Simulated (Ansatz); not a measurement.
This script drives Ansatz's Python interface.

`bend_ch3fosn.py`
```python
"""Energy of CH3FOSn against one bond angle."""

import ansatz as az
from ase import Atoms

atoms = Atoms(["C", "O", "Sn", "F", "H", "H", "H"], positions=[
    (0.3515, 0.7658, 0.0718),
    (0.756, -0.3288, 0.7395),
    (-0.7367, -1.6758, 0.6744),
    (-0.9275, -2.2304, -1.1508),
    (0.084, 0.5653, -1.0209),
    (-0.594, 1.2528, 0.5588),
    (1.128, 1.5831, 0.0816),
])

# start the scan from a relaxed geometry
first = (
    az.Crystal.molecule_from_ase(atoms).calculation()
    .basis(gaussian="def2-SVP")
    .functional("b3lyp")
    .relax(force_tolerance=0.02, max_steps=80)
)
atoms.positions = first.run(threads=1).report["positions_ang"]

rows = []
for angle in [90, 100, 110, 120, 135, 150, 165, 179]:
    bent = atoms.copy()
    bent.set_angle(0, 1, 2, angle, indices=[2, 3])
    base = (
        az.Crystal.molecule_from_ase(bent).calculation()
        .basis(gaussian="def2-SVP")
        .functional("b3lyp")
    )
    rows.append((angle, base.run(threads=1).report["free_energy_ev"]))
floor = min(e for _, e in rows)
for angle, e in rows:
    print(f"angle C0-O1-Sn2 = {angle:3d} deg   {1000 * (e - floor):9.1f} meV")
```

It is started by `python bend_ch3fosn.py`. Estimate its wall time and peak memory on 1 thread of Arm Neoverse V1, on a shared host.

It took about 73 s, with a peak of 0.24 GiB, for 9 runs of the engine.

```console
$ python bend_ch3fosn.py
angle C0-O1-Sn2 =  90 deg      2899.2 meV
angle C0-O1-Sn2 = 100 deg       984.8 meV
angle C0-O1-Sn2 = 110 deg       241.5 meV
angle C0-O1-Sn2 = 120 deg        11.7 meV
angle C0-O1-Sn2 = 135 deg         0.0 meV
angle C0-O1-Sn2 = 150 deg        97.3 meV
angle C0-O1-Sn2 = 165 deg       197.0 meV
angle C0-O1-Sn2 = 179 deg       254.0 meV
```

These settings explore the input space; basis and method may be short of convergence. The scan is rigid, and the energies are electronic, in a modest basis. The zero is the lowest point of the grid, which needn't be the minimum. def2 sets replace the cores of elements past krypton by effective core potentials. b3lyp holds the VWN-RPA fit, as in Gaussian; the form of ORCA and Turbomole is b3lyp5.
